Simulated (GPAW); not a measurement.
Crystal: PtSe.

```
CELL_PARAMETERS angstrom
3.70187 0.00000 0.00000
-1.85094 3.20591 0.00000
0.00000 0.00000 3.61284
ATOMIC_POSITIONS crystal
Pt 0.00000 0.00000 0.00000
Se 0.66667 0.33333 0.50000
```

The cell comes from a database or a generator and needn't be the stable form of this composition.

Base run:

```yaml
Program: GPAW 26.7.0
Functional: BLYP
Potentials_or_basis: PAW data sets generated in the run's folder for this functional
Cutoff: 600 eV
Basis: pw
k_mesh: 8 × 8 × 7
Occupations: fermi-dirac, width 0.05 eV
Spin: no spin polarisation
```

Its results: band gap on the k mesh none (metal or under the smearing width); pressure -4.5 GPa.

Q: After a change of settings the same cell gave: band gap on the k mesh none (metal or under the smearing width); pressure -11.2 GPa. Which change was it?
A. functional from BLYP to LDA; potentials or basis from PAW data sets generated in the run's folder for this functional to the program's PAW data sets (release 1.2.1) made for this functional
B. functional from BLYP to AM05
C. functional from BLYP to RPBE; potentials or basis from PAW data sets generated in the run's folder for this functional to the program's PAW data sets (release 1.2.1) made for this functional
D. functional from BLYP to PW91

A: D.

PW91 binds more tightly than BLYP, so the same cell stands under less pressure.
